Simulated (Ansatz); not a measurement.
# InH3 (SMILES [InH3]) at RPA@PBE0/def2-TZVP (core potential)

What is the electronic atomisation energy of InH3 at RPA@PBE0/def2-TZVP (core potential)? 

The results are computed with Ansatz 0.2.0.

32 further runs of the same task are left out: 3 that didn't finish, 29 set aside as unsound or not needed.

### Step 1. Starting point

The species is InH3 (4 atoms), meant as a singlet with charge 0. SMILES: `[InH3]`. The shape is that of a PBE0-D4/def2-TZVP optimisation.

Bond lengths: In1–H2 1.724 Å, In1–H3 1.724 Å, In1–H4 1.724 Å. Angles: H2–In1–H3 120.0°, H2–In1–H4 120.0°, H3–In1–H4 120.0°.

### Step 2. A single-point energy at RPA@PBE0/def2-TZVP (core potential)

in.yaml

```yaml
crystal:
  periodic: [false, false, false]
  atoms:
    - {symbol: In, position_ang: [0.013900, -0.015100, -0.005100]}
    - {symbol: H, position_ang: [0.415500, 1.516000, 0.678200]}
    - {symbol: H, position_ang: [-1.095600, -0.107300, -1.321400]}
    - {symbol: H, position_ang: [0.721800, -1.454000, 0.628000]}
basis:
  gaussian: {orbitals: def2-TZVP}
correlation: {method: rpa, frozen_orbitals: {H: 0, In: 4}}
accuracy: high
hamiltonian: {xc: pbe0}
```

The run is started by

```console
$ ansatz run in.yaml --threads 1 --pin off --max-ram 3480MiB --events-out events.jsonl --progress --plain --runs-dir runs
```

Output:

```text
Warning: RAYON_NUM_THREADS=1 ignored (pool sized by the plan → 1); use --threads N
Functional definition: PBE0
  name "PBE0"
  parameter a = 0.25
  parameter kappa = 0.804
  parameter beta = 0.06672455060314922
  exchange = (1 - a)*pbe_x(kappa = kappa, mu = beta*pi^2/3) + a*exact_x
  correlation = pbe_c(beta = beta)
1334 factors; integrals over basis functions are off by at most 2.7e-9 eV
mean field evaluation 1: about -5220.9372 eV, gradient 1.4e1 eV
mean field evaluation 2: about -5220.9361 eV, gradient 1.4e1 eV
mean field evaluation 4: about -5221.4560 eV, gradient 2.1e0 eV
mean field evaluation 8: about -5221.4622 eV, gradient 1.6e-2 eV
mean field evaluation 16: about -5221.4622 eV, gradient 6.9e-8 eV
mean field -5221.46219821 eV, -191.8851965502 hartree, gradient 6.9e-8 eV, S^2 0.000000; 0 other end points of the search recorded, 0 dependent functions left out
4 core orbitals not correlated: weight in the atoms' cores, before any rotation towards them, 1.000 or more for the frozen orbitals, at most 0.000 for the correlated occupied ones
reference -5194.68871157 eV, -190.9012890639 hartree; 8, 8 occupied and 56, 56 virtual orbitals, 1334 factors
Total energy: -5206.01110509 eV, -191.3173793509 hartree
```

It took 6 s on 1 thread of Arm Neoverse V2, shared host; peak memory 0.25 GiB.

### Step 3. The H atom at the same level

molecule.yaml

```yaml
crystal:
  periodic: [false, false, false]
  atoms:
    - {symbol: H, position_ang: [0.000000, 0.000000, 0.000000]}
basis:
  gaussian:
    orbitals: def2-TZVP
magnetization:
  spin_polarized: true
  initial_magnetization: 1
hamiltonian:
  xc: pbe0
correlation:
  method: rpa
  frozen_orbitals: {H: 0}
accuracy: high
```

Run the same way, it converges to -0.51228 Eh (log not shown).

### Step 4. The In atom, same level

molecule.yaml

```yaml
crystal:
  periodic: [false, false, false]
  atoms:
    - symbol: In
      position_ang: [0.000000, 0.000000, 0.000000]
basis:
  gaussian:
    orbitals: def2-TZVP
hamiltonian:
  xc: pbe0
correlation:
  method: rpa
  frozen_orbitals: {In: 4}
accuracy: high
magnetization:
  spin_polarized: true
  initial_magnetization: 1
```

Run the same way, it converges to -189.52087 Eh (log not shown).

### Step 5. Outcome

Level: RPA@PBE0/def2-TZVP (core potential), 4 core orbitals frozen.

| quantity | value |
| --- | --- |
| molecule: total energy | -191.31738 Eh |
| molecule: RPA correlation energy (valence) | -416.1 mEh |
| H atom: total energy | -0.51228 Eh |
| H atom: RPA correlation energy | -12.7 mEh |
| H atom: ⟨S²⟩ of the reference determinant | 0.750 |
| In atom: total energy | -189.52087 Eh |
| In atom: RPA correlation energy (valence) | -318.6 mEh |
| In atom: ⟨S²⟩ of the reference determinant | 0.753 |
| electronic atomisation energy | 7.066 eV |

What this shows: Taking the molecule apart into free atoms costs 7.07 eV (682 kJ/mol), before zero-point energy and without spin-orbit coupling.
